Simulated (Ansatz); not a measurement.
# CH4GeOSi: how energies converge with the basis set

How large a basis does CH4GeOSi need? Two functionals are run in growing sets.

The runs use Ansatz 0.2.0, Gaussian basis; one geometry, several basis sets.

The runs, in order: PBE0-D4/def2-SVP; ωB97M-V/def2-SVP; PBE0-D4/def2-QZVPP; ωB97M-V/def2-QZVPP; the functionals' def2-TZVPP values are taken from earlier runs.

**1. Structure used throughout**

All runs share one geometry, relaxed beforehand with PBE0-D4 in a triple-zeta def2 set.

8 atoms, charge 0, spin multiplicity 1.

Atoms are counted from 1 here; the program's logs count them from 0.

Bond lengths: O1–C2 1.127 Å, C2–Si3 2.011 Å, Si3–Ge4 2.356 Å, Si3–H5 1.489 Å, Si3–H6 1.488 Å, Ge4–H7 1.707 Å, Ge4–H8 1.596 Å. Angles: O1–C2–Si3 159.5°, C2–Si3–Ge4 112.6°, C2–Si3–H5 92.0°, C2–Si3–H6 92.4°, Ge4–Si3–H5 118.5°, Ge4–Si3–H6 125.4°, H5–Si3–H6 107.6°, Si3–Ge4–H7 53.2°, Si3–Ge4–H8 83.3°, H7–Ge4–H8 85.8°.

**2. PBE0-D4 in def2-SVP**

The input, in.yaml:

```yaml
crystal:
  periodic: [false, false, false]
  atoms:
    - {symbol: O, position_ang: [2.007070, -0.020298, 2.089436]}
    - {symbol: C, position_ang: [1.311281, 0.401555, 1.308998]}
    - {symbol: Si, position_ang: [0.007863, 0.453538, -0.221869]}
    - {symbol: Ge, position_ang: [-0.446903, -1.686730, -1.095068]}
    - {symbol: H, position_ang: [0.883439, 1.368107, -1.004675]}
    - {symbol: H, position_ang: [-0.952642, 1.293543, 0.542790]}
    - {symbol: H, position_ang: [-1.083073, -0.201382, -1.645684]}
    - {symbol: H, position_ang: [-1.634834, -1.665333, -0.029729]}
basis:
  gaussian: {orbitals: def2-SVP}
hamiltonian: {xc: pbe0, dispersion: d4}
output: {orbitals: {seedname: orbitals}}
```

After this run come: ωB97M-V in def2-SVP; PBE0-D4 in def2-QZVPP; ωB97M-V in def2-QZVPP.

Before running them: what should the planned runs give, taken together? Wanted: PBE0-D4: double and triple zeta above quadruple; ωB97M-V: double and triple zeta above quadruple.

The runs gave:

| quantity | value |
| --- | --- |
| PBE0-D4: double and triple zeta above quadruple | 15.23, 1.64 eV |
| ωB97M-V: double and triple zeta above quadruple | 15.29, 1.58 eV |

What this shows: PBE0-D4 gains 13.59 eV from double to triple zeta, then 1.64 eV more. Total energies overstate the basis error of differences, where much of it tends to cancel.
